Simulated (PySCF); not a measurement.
# [ReO2F4]−: other functionals and bases at one geometry

Aim: see how levels, charges and forces of [ReO2F4]− depend on the level of theory. It is a constructed species; whether it can be made isn't addressed.

Program: PySCF 2.14.0. Level of theory: several levels, as the steps say, no spin–orbit coupling. These are calculated values, not measurements.

5 further runs of the same task are left out: 2 for a known fault of the program, 1 that didn't finish, 2 set aside as unsound or not needed.

**1. Where the work starts**

7 atoms, charge -1, spin multiplicity 1.

Bond lengths: Re1–O2 1.718 Å, Re1–O3 1.718 Å, Re1–F4 1.892 Å, Re1–F5 1.892 Å, Re1–F6 1.945 Å, Re1–F7 1.945 Å. Angles: O2–Re1–O3 100.5°, O2–Re1–F4 93.8°, O2–Re1–F5 94.1°, O2–Re1–F6 169.4°, O2–Re1–F7 90.0°, O3–Re1–F4 94.4°, O3–Re1–F5 93.9°, O3–Re1–F6 90.1°, O3–Re1–F7 169.5°, F4–Re1–F5 167.3°, F4–Re1–F6 85.0°, F4–Re1–F7 85.4°, F5–Re1–F6 85.4°, F5–Re1–F7 84.6°, F6–Re1–F7 79.4°.

As a file:

```csv
atom,x (Å),y (Å),z (Å)
Re1,0.0691,0.0343,0.0857
O2,1.2799,-0.7855,0.9871
O3,-0.0628,1.4884,0.9906
F4,-1.3590,-0.8246,0.9813
F5,1.2957,0.7657,-1.1556
F6,-1.3046,0.6675,-1.1378
F7,-0.0182,-1.4594,-1.1576
```

Formal oxidation states: Re +7. An earlier session relaxed this geometry at r2SCAN, Re def2-SVP with ECP60, O def2-SVP, F def2-SVP (singlet, point group Cs).

At r2SCAN on the finer grid: E = -627.793025 Eh, HOMO -3.15 eV, LUMO 0.42 eV, Mulliken charge on Re1 +1.43 e, largest force component 0.053 eV/Å. 

Levels to run: BLYP; TPSS; PBE0; BP86; r2SCAN, TZVP; r2SCAN, x2c-SVP. Hardware: 2 threads of Arm Neoverse V1, shared host.

**2. BLYP**

run.py (the lines that set the calculation)

```python
mol = gto.M(atom='''
Re     0.06911     0.03427     0.08574
O      1.27992    -0.78552     0.98712
O     -0.06278     1.48844     0.99059
F     -1.35895    -0.82459     0.98133
F      1.29574     0.76574    -1.15556
F     -1.30455     0.66751    -1.13778
F     -0.01818    -1.45936    -1.15761''',
    basis={'Re': 'def2-SVP', 'O': 'def2-SVP', 'F': 'def2-SVP'},
    ecp={'Re': 'def2-SVP'},
    charge=-1, spin=0)
mf = dft.RKS(mol, xc='BLYP')
mf.grids.atom_grid = (75, 302)
mf = mf.density_fit()  # fitting sets: Re def2-universal-JKFIT, O def2-universal-JKFIT, F def2-universal-JKFIT
mf.conv_tol = 1e-08; mf.max_cycle = 55
mf.kernel(dm0)  # dm0: the density of the relaxed state
```

On the command line:

```
OMP_NUM_THREADS=2 python run.py
```

**3. TPSS**

run.py (the lines that set the calculation): that of step 2 with these lines changed.

```diff
@@ -11,3 +11,3 @@
     charge=-1, spin=0)
-mf = dft.RKS(mol, xc='BLYP')
+mf = dft.RKS(mol, xc='TPSS')
 mf.grids.atom_grid = (75, 302)
```

**4. PBE0**

run.py (the lines that set the calculation): that of step 3 with these lines changed.

```diff
@@ -11,3 +11,3 @@
     charge=-1, spin=0)
-mf = dft.RKS(mol, xc='TPSS')
+mf = dft.RKS(mol, xc='PBE0')
 mf.grids.atom_grid = (75, 302)
```

**5. BP86**

run.py (the lines that set the calculation): that of step 4 with these lines changed.

```diff
@@ -11,3 +11,3 @@
     charge=-1, spin=0)
-mf = dft.RKS(mol, xc='PBE0')
+mf = dft.RKS(mol, xc='B88,P86')
 mf.grids.atom_grid = (75, 302)
```

**6. r2SCAN, TZVP**

Basis: Re def2-TZVP with ECP60, O def2-TZVP, F def2-TZVP. 

run.py (the lines that set the calculation): that of step 5 with these lines changed.

```diff
@@ -8,6 +8,6 @@
 F     -0.01818    -1.45936    -1.15761''',
-    basis={'Re': 'def2-SVP', 'O': 'def2-SVP', 'F': 'def2-SVP'},
-    ecp={'Re': 'def2-SVP'},
+    basis={'Re': 'def2-TZVP', 'O': 'def2-TZVP', 'F': 'def2-TZVP'},
+    ecp={'Re': 'def2-TZVP'},
     charge=-1, spin=0)
-mf = dft.RKS(mol, xc='B88,P86')
+mf = dft.RKS(mol, xc='R2SCAN')
 mf.grids.atom_grid = (75, 302)
@@ -15,2 +15,2 @@
 mf.conv_tol = 1e-08; mf.max_cycle = 55
-mf.kernel(dm0)  # dm0: the density of the relaxed state
+mf.kernel(dm0)  # dm0: free metal ions and neutral atoms
```

**7. r2SCAN, x2c-SVP**

Basis: Re x2c-SVPall, O x2c-SVPall, F x2c-SVPall. All electrons are treated, with the spin-free X2C Hamiltonian.

run.py (the lines that set the calculation)

```python
mol = gto.M(atom='''
Re     0.06911     0.03427     0.08574
O      1.27992    -0.78552     0.98712
O     -0.06278     1.48844     0.99059
F     -1.35895    -0.82459     0.98133
F      1.29574     0.76574    -1.15556
F     -1.30455     0.66751    -1.13778
F     -0.01818    -1.45936    -1.15761''',
    basis={'Re': 'x2c-SVPall', 'O': 'x2c-SVPall', 'F': 'x2c-SVPall'},
    nucmod='G',
    charge=-1, spin=0)
mf = dft.RKS(mol, xc='R2SCAN')
mf.grids.atom_grid = (99, 590)
mf = mf.density_fit()  # fitting sets: Re AutoAux, O AutoAux, F AutoAux
mf = mf.sfx2c1e()
mf.conv_tol = 1e-08; mf.max_cycle = 55
mf.kernel(dm0)  # dm0: free metal ions and neutral atoms
```

What does the calculation give? Wanted: for each run, HOMO; gap; charge on Re1; dipole; largest force.

**Answer**, as computed:

| level | state | HOMO (eV) | gap (eV) | charge on Re1 (e) | dipole (D) | largest force (eV/Å) | basis functions | time |
| --- | --- | --- | --- | --- | --- | --- | --- | --- |
| r2SCAN (relaxed here) | singlet | -3.15 | 3.57 | 1.43 | 1.40 | 0.05 | 116 | 30 s |
| BLYP | singlet | -2.42 | 3.23 | 1.12 | 1.20 | 1.14 | 116 | 7.1 s |
| TPSS | singlet | -2.73 | 3.38 | 1.27 | 1.23 | 0.64 | 116 | 10 s |
| PBE0 | singlet | -4.55 | 5.61 | 1.45 | 1.57 | 0.85 | 116 | 6.5 s |
| BP86 | singlet | -2.68 | 3.25 | 1.16 | 1.21 | 0.74 | 116 | 7.2 s |
| r2SCAN, TZVP | singlet | -3.31 | 3.63 | 1.62 | 1.50 | 0.29 | 226 | 32 s |
| r2SCAN, x2c-SVP | singlet | -3.29 | 3.33 | 1.11 | 1.48 | 1.24 | 150 | 49 s |

Times are on 2 threads of Arm Neoverse V1, shared host; the first row also made further properties. The dipole of a charged species depends on the origin, so these sizes hold for this origin alone.

In one basis the HOMO–LUMO gap runs from 3.23 eV (BLYP) to 5.61 eV (PBE0). The largest leftover force, 1.24 eV/Å with r2SCAN, x2c-SVP, stands at a geometry relaxed at another level. The Mulliken charge on Re spans +1.11 to +1.62 e over the levels. Total energies of different levels can't be compared. Spin–orbit coupling is left out throughout.
